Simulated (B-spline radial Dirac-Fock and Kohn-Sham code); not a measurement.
# Er²²⁺: core levels and X-ray properties

Aim: for the Er²²⁺ ion, compute its X-ray form factor and Compton profile, the binding energy of each subshell and how cheaper methods do for the levels.

Program: B-spline radial Dirac-Fock and Kohn-Sham code, version 2. Model: a free atom or ion on a radial basis; each step names its model. All values are calculated, but those marked as tabulated.

### Step 1. What is computed

Er²²⁺ in the configuration [Kr] 4d10.

```yaml
nuclear_charge: 68
electrons: 46
mass_number: 166
nuclear_rms_radius: 5.2516 fm
```

Outer shells as boxes (Hund's rule, for the drawing alone; heavy ions are jj-coupled, and the calculation averages over the configuration):

```
[Kr] core
4d [↑↓][↑↓][↑↓][↑↓][↑↓]
```

### Step 2. X-ray scattering functions

Model: Dirac-Fock average of configuration, finite nucleus; form factor of the spherical density, Waller-Hartree incoherent function, impulse-approximation Compton profiles.

The run's settings:

```ini
task = scatter
Z = 68
charge = 22
configuration = 1s2 2s2 2p6 3s2 3p6 3d10 4s2 4p6 4d10
mass_number = 166
rms_radius = 5.2516  # fm
s = [0.0, 0.05, 0.1, 0.15, 0.2, 0.25, 0.3, 0.35, 0.4, 0.45, 0.5, 0.6, 0.7, 0.8, 0.9, 1.0, 1.1, 1.2, 1.4, 1.6, 1.8, 2.0, 2.5, 3.0, 3.5, 4.0, 5.0, 6.0]  # 1/A
pz = [0, 0.1, 0.2, 0.3, 0.4, 0.5, 0.6, 0.8, 1.0, 1.2, 1.4, 1.6, 1.8, 2.0, 2.5, 3.0, 4.0, 5.0, 7.0, 10.0, 15.0, 20.0, 30.0, 40.0, 60.0, 100.0]  # a.u.
photon_energy = [1000, 5000, 17479.3, 20000, 50000, 100000, 500000, 1000000]  # eV
```

Results of the run (chosen fields of its result record, rounded):

```text
{
  "status": "converged",
  "form_factor [e]": [46.0, 45.883, 45.534, 44.963, 44.183, 43.213, 42.077, 40.8, 39.41, 37.936, 36.405, 33.285, 30.241, 27.42, 24.912, 22.755, 20.945, 19.449, 17.183, 15.52, 14.123, 12.819, 9.7897, 7.4611, 6.005, 5.165, 4.1972, 3.4023],
  "incoherent": [2.4922e-11, 0.097097, 0.38417, 0.849, 1.4726, 2.2308, 3.0969, 4.0435, 5.0443, 6.0762, 7.1201, 9.1889, 11.181, 13.076, 14.877, 16.593, 18.224, 19.766, 22.555, 24.921, 26.893, 28.547, 31.774, 34.213, 36.144, 37.706, 40.055, 41.663],
  "compton_total [1/a.u.]": [2.9937, 2.9931, 2.9912, 2.988, 2.9835, 2.9778, 2.9707, 2.9527, 2.9294, 2.9006, 2.8662, 2.8261, 2.7802, 2.7286, 2.5749, 2.3903, 1.9686, 1.5616, 1.0098, 0.64135, 0.33544, 0.18332, 0.067001, 0.030251, 0.0091699, 0.0016562],
  "shells": ["1s1/2", "2s1/2", "2p1/2", "2p3/2", "3s1/2", "3p1/2", "3p3/2", "3d3/2", "3d5/2", "4s1/2", "4p1/2", "4p3/2", "4d3/2", "4d5/2"],
  "occupation": [2.0, 2.0, 2.0, 4.0, 2.0, 2.0, 4.0, 4.0, 6.0, 2.0, 2.0, 4.0, 4.0, 6.0],
  "mean_momentum [a.u.]": [68.128, 24.304, 32.203, 29.145, 12.275, 14.657, 13.761, 16.514, 16.19, 6.6936, 7.5094, 7.1856, 7.9827, 7.8655],
  "r2 [bohr^2]": 6.3746,
  "r_inverse [1/bohr]": 453.04,
  "r1 [bohr]": 13.699,
  "coherent [b]": [1398.4, 1205.8, 498.61, 430.82, 125.8, 41.298, 2.1736, 0.56326],
  "incoherent_cross_section [b]": [0.083332, 1.7626, 9.0848, 10.215, 16.613, 18.383, 12.924, 9.6064]
}
```

The scattering functions against s = sin θ / λ:

| s (1/Å) | f (e) | f / N | S(s) |
| --- | --- | --- | --- |
| 0 | 46.00 | 1.000 | 0 |
| 0.100 | 45.53 | 0.990 | 0.3842 |
| 0.200 | 44.18 | 0.960 | 1.473 |
| 0.300 | 42.08 | 0.915 | 3.097 |
| 0.400 | 39.41 | 0.857 | 5.044 |
| 0.500 | 36.41 | 0.791 | 7.120 |
| 0.700 | 30.24 | 0.657 | 11.18 |
| 0.900 | 24.91 | 0.542 | 14.88 |
| 1.10 | 20.95 | 0.455 | 18.22 |
| 1.40 | 17.18 | 0.374 | 22.55 |
| 1.80 | 14.12 | 0.307 | 26.89 |
| 2.50 | 9.790 | 0.213 | 31.77 |
| 3.50 | 6.005 | 0.131 | 36.14 |
| 5.00 | 4.197 | 0.091 | 40.05 |

### Step 3. Binding energies

Model: Dirac-Fock average of configuration, Delta-SCF, finite nucleus, first-order Breit with its frequency dependence, self-energy and vacuum polarisation.

Settings, as recorded:

```ini
task = binding
```

Results of the run (chosen fields of its result record, rounded):

```text
{
  "status": "converged",
  "shells": ["K", "L1", "L2", "L3", "M1", "M2", "M3", "M4", "M5", "N1", "N2", "N3", "N4", "N5"],
  "total_energy_parts [Ha]": [-12905.6552, 14.2976938, -1.50730867, -0.216451854, 10.1662085, -1.681532],
  "koopmans [eV]": [58470.2, 10485.6, 9994.04, 9075.86, 2910.85, 2695.75, 2498.58, 2136.16, 2093.76, 1075.03, 984.762, 933.482, 781.529, 771.334],
  "dirac_coulomb [eV]": [58404.6, 10454.5, 9958.63, 9042.97, 2900.5, 2684.6, 2488.38, 2123.87, 2081.85, 1073.18, 982.881, 931.815, 779.824, 769.717],
  "gaunt [eV]": [-190.44, -20.2383, -35.0169, -24.5801, -3.5784, -6.34972, -4.25242, -2.57842, -1.7055, -0.899586, -1.55739, -1.01687, -0.525519, -0.312069],
  "retardation [eV]": [14.2909, 1.64393, 3.87622, 3.86669, 0.273492, 0.682561, 0.688591, 0.230401, 0.225431, 0.0853021, 0.186011, 0.186356, 0.0652109, 0.064955],
  "breit_frequency [eV]": [2.63198, -0.231302, -0.0107228, 1.1502, -0.0613053, -0.0566077, 0.223006, -0.0288131, -0.00477424, -0.017018, -0.0177221, 0.0577145, -0.00838896, -0.00243322],
  "self_energy [eV]": [-109.083, -15.0491, 0.252467, -0.934908, -3.39084, 0.0091144, -0.216994, 0.270873, 0.151816, -0.898204, 0.00635964, -0.0532104, 0.0664795, 0.0377949],
  "vacuum_polarisation [eV]": [18.9225, 2.43667, 0.0532655, -0.0986169, 0.532289, 0.0105325, -0.0272637, -0.0287219, -0.0276023, 0.141374, 0.00277712, -0.00738966, -0.00715225, -0.00686604],
  "binding [eV]": [58140.9, 10423.1, 9927.78, 9022.37, 2894.27, 2678.9, 2484.79, 2121.73, 2080.49, 1071.59, 981.501, 930.982, 779.414, 769.498],
  "mean_radius [bohr]": [0.020368, 0.0858614, 0.0715879, 0.0788297, 0.223792, 0.213851, 0.227093, 0.200287, 0.204388, 0.485409, 0.489123, 0.512087, 0.517557, 0.524938]
}
```

total_energy_parts: Dirac-Coulomb, Gaunt, retardation, frequency dependence, self-energy, vacuum polarisation. 

Each level as Koopmans' value plus corrections (eV):

| level | -ε | relaxation | Breit | QED | binding |
| --- | --- | --- | --- | --- | --- |
| 1s | 58470.2 | -65.57 | -173.52 | -90.16 | 58140.9 |
| 2s | 10485.6 | -31.11 | -18.83 | -12.61 | 10423.1 |
| 2p1/2 | 9994.0 | -35.41 | -31.15 | 0.31 | 9927.8 |
| 2p3/2 | 9075.9 | -32.89 | -19.56 | -1.03 | 9022.4 |
| 3s | 2910.8 | -10.35 | -3.37 | -2.86 | 2894.3 |
| 3p1/2 | 2695.8 | -11.15 | -5.72 | 0.02 | 2678.9 |
| 3p3/2 | 2498.6 | -10.20 | -3.34 | -0.24 | 2484.8 |
| 3d3/2 | 2136.2 | -12.29 | -2.38 | 0.24 | 2121.7 |
| 3d5/2 | 2093.8 | -11.91 | -1.48 | 0.12 | 2080.5 |
| 4s | 1075.0 | -1.86 | -0.83 | -0.76 | 1071.6 |
| 4p1/2 | 984.8 | -1.88 | -1.39 | 0.01 | 981.5 |
| 4p3/2 | 933.5 | -1.67 | -0.77 | -0.06 | 931.0 |
| 4d3/2 | 781.5 | -1.71 | -0.47 | 0.06 | 779.4 |
| 4d5/2 | 771.3 | -1.62 | -0.25 | 0.03 | 769.5 |

X-ray lines as differences of these levels:

```csv
line,energy (eV)
Kβ2' (K-N3),57210.0
Kβ2'' (K-N2),57159.4
Kβ1 (K-M3),55656.2
Kβ3 (K-M2),55462.1
Kα1 (K-L3),49118.6
Kα2 (K-L2),48213.2
Lγ3 (L1-N3),9492.1
Lγ2 (L1-N2),9441.6
Lγ1 (L2-N4),9148.4
Lγ5 (L2-N1),8856.2
Lβ2 (L3-N5),8252.9
Lβ15 (L3-N4),8243.0
Lβ6 (L3-N1),7950.8
Lβ3 (L1-M3),7938.3
```

### Step 4. The levels by Dirac LDA

Model: Dirac-Kohn-Sham LDA (Slater exchange, VWN correlation), finite nucleus, spherical and without spin polarisation.

Recorded inputs:

```ini
task = binding-ladder
method = lda,vwn
relativity = dirac
```

Results of the run (chosen fields of its result record, rounded):

```text
{
  "status": "converged",
  "shells": ["K", "L1", "L2", "L3", "M1", "M2", "M3", "M4", "M5", "N1", "N2", "N3", "N4", "N5"],
  "minus_eigenvalue [eV]": [57880.0, 10255.2, 9801.5, 8886.43, 2803.01, 2603.84, 2410.95, 2068.75, 2026.68, 1026.42, 944.982, 894.557, 759.055, 748.915],
  "delta_scf [eV]": [58391.5, 10361.9, 9933.07, 9004.63, 2845.75, 2648.51, 2453.23, 2116.43, 2073.51, 1048.96, 967.404, 916.096, 780.469, 770.081],
  "total_energy [Ha]": -12901.0358,
  "dirac_fock_binding [eV]": [58140.9, 10423.1, 9927.78, 9022.37, 2894.27, 2678.9, 2484.79, 2121.73, 2080.49, 1071.59, 981.501, 930.982, 779.414, 769.498]
}
```

Against the Dirac-Fock value with Breit and QED (eV):

```
level       -ε    miss     ΔSCF    miss  Dirac-Fock
    K  57880.0  -260.9  58391.5  +250.5     58140.9
   L1  10255.2  -167.9  10361.9   -61.2     10423.1
   L2   9801.5  -126.3   9933.1    +5.3      9927.8
   L3   8886.4  -135.9   9004.6   -17.7      9022.4
   M1   2803.0   -91.3   2845.8   -48.5      2894.3
   M2   2603.8   -75.1   2648.5   -30.4      2678.9
   M3   2410.9   -73.8   2453.2   -31.6      2484.8
   M4   2068.8   -53.0   2116.4    -5.3      2121.7
   M5   2026.7   -53.8   2073.5    -7.0      2080.5
   N1   1026.4   -45.2   1049.0   -22.6      1071.6
   N2    945.0   -36.5    967.4   -14.1       981.5
   N3    894.6   -36.4    916.1   -14.9       931.0
   N4    759.1   -20.4    780.5    +1.1       779.4
   N5    748.9   -20.6    770.1    +0.6       769.5
```

### Step 5. non-relativistic HF, for comparison

Model: non-relativistic Hartree-Fock, average of configuration, point nucleus.

Settings, as recorded:

```ini
task = binding-ladder
method = hf
relativity = nr
```

Results of the run (chosen fields of its result record, rounded):

```text
{
  "status": "converged",
  "shells": ["1s", "2s", "2p", "3s", "3p", "3d", "4s", "4p", "4d"],
  "minus_eigenvalue [eV]": [54567.0, 9468.69, 9051.23, 2665.05, 2475.3, 2126.66, 1006.75, 925.579, 778.003],
  "delta_scf [eV]": [54508.8, 9440.78, 9019.75, 2655.83, 2465.43, 2114.79, 1005.12, 923.958, 776.345],
  "total_energy [Ha]": -12310.7478
}
```

Against the Dirac-Fock value with Breit and QED (eV):

| level | -ε | miss | ΔSCF | miss | Dirac-Fock |
| --- | --- | --- | --- | --- | --- |
| 1s | 54567.0 | -3574.0 | 54508.8 | -3632.2 | 58140.9 |
| 2s | 9468.7 | -954.4 | 9440.8 | -982.3 | 10423.1 |
| 2p | 9051.2 | -272.9 | 9019.7 | -304.4 | 9324.2 |
| 3s | 2665.0 | -229.2 | 2655.8 | -238.4 | 2894.3 |
| 3p | 2475.3 | -74.2 | 2465.4 | -84.1 | 2549.5 |
| 3d | 2126.7 | +29.7 | 2114.8 | +17.8 | 2097.0 |
| 4s | 1006.7 | -64.8 | 1005.1 | -66.5 | 1071.6 |
| 4p | 925.6 | -22.2 | 924.0 | -23.9 | 947.8 |
| 4d | 778.0 | +4.5 | 776.3 | +2.9 | 773.5 |

Spin-orbit partners are averaged with weights 2j + 1.

### Step 6. Cost and miss by method

| method | level | eigenvalue miss (%) | ΔSCF miss (%) | time |
| --- | --- | --- | --- | --- |
| Dirac LDA | K | -0.45 | +0.43 | 2.5 s |
| non-relativistic HF | 1s | -6.15 | -6.25 | 0.31 s |
| Dirac-Fock + Breit + QED | all | - | reference | 4.3 s |

Times cover the ground state and all hole states of a step, on one thread of a shared host; states solved in an earlier step are reused, and a first call can include compiling.

### Step 7. What came out

```
                                  quantity                 value
          rms radius of the electron cloud            0.372 bohr
                     form factor halves at              0.99 1/Å
                   Compton profile at zero          2.994 1/a.u.
              deepest level listed, K (1s)            58140.9 eV
                   least bound, N5 (4d5/2)              769.5 eV
                                       Kα1            49118.6 eV
     ionisation energy, NIST (theoretical)            770.000 eV
           Dirac LDA, K: eigenvalue / ΔSCF  57880.0 / 58391.5 eV
non-relativistic HF, 1s: eigenvalue / ΔSCF  54567.0 / 54508.8 eV
```

In words: The form factor starts at the 46 electrons and halves by s = 0.99 1/Å. Incoherent scattering outweighs coherent from 500 keV on, among the energies asked. The K (1s) level lies 65.6 eV under Koopmans' value by relaxation alone; Breit gives -173.52 and QED -90.16 eV. NIST's ionisation energy differs by +0.50 eV from the least binding energy, within its stated uncertainty. Dirac LDA misses the K level by -0.4 % with its eigenvalue and by +0.4 % with ΔSCF. Breit and QED terms, which only the reference holds, shift this level by tenths of a per cent, so the eigenvalue's nearness can be cancellation. Non-relativistic HF misses the 1s level by -6.1 % with its eigenvalue and by -6.2 % with ΔSCF, as relativity is missing. The Hartree-Fock and Dirac-Fock values hold no electron correlation.
